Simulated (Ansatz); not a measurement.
Runs of Ansatz 0.2.0 on VWC2. The structure is trigonal, space group R-3m (No. 166). The conventional cell has a = 3.034 Å, b = 3.034 Å, c = 14.802 Å, α = 90.00°, β = 90.00°, γ = 120.00°. W (site symmetry -3m) is surrounded by 6 C at 2.17 Å. V (site symmetry -3m) has 6 C at 2.11 Å as nearest neighbours. C (site symmetry 3m) is surrounded by 3 V at 2.11 Å and 3 W at 2.17 Å. The cell comes from a database or a generator and needn't be the stable form of this composition.

| spin | fixed moment (μB) | pressure (GPa) | moment (μB) | largest force (eV/Å) |
| --- | --- | --- | --- | --- |
| collinear, ferromagnetic start | 2.5 | 7.6 | 2.50 | 0.54 |
| collinear, ferromagnetic start | 4.0 | 20.8 | 4.00 | 0.76 |
| collinear, ferromagnetic start | 1.5 | 1.8 | 1.50 | 0.33 |
| collinear, ferromagnetic start | 3.0 | (a) | 3.00 | 0.60 |
| collinear, ferromagnetic start | 1.0 | (b) | 1.00 | 0.17 |
| collinear, ferromagnetic start | 0.5 | -1.5 | 0.50 | 0.09 |
| collinear, program default start | 0.0 | -2.0 | 0.00 | 0.10 |
| collinear, ferromagnetic start | 2.0 | 4.3 | 2.00 | 0.44 |

Alike in all rows: task single point; level PBE; potentials or basis Ansatz PAW; cell as given; k mesh 9 × 9 × 9; cutoff (eV) 420; smearing fermi-dirac 0.05 eV.

Task: Fill in the values left out.

Result: (a) 11.4; (b) -0.2.

Caveats: the total moment is fixed, so each spin has its own Fermi level; the thresholds are loose for stress.
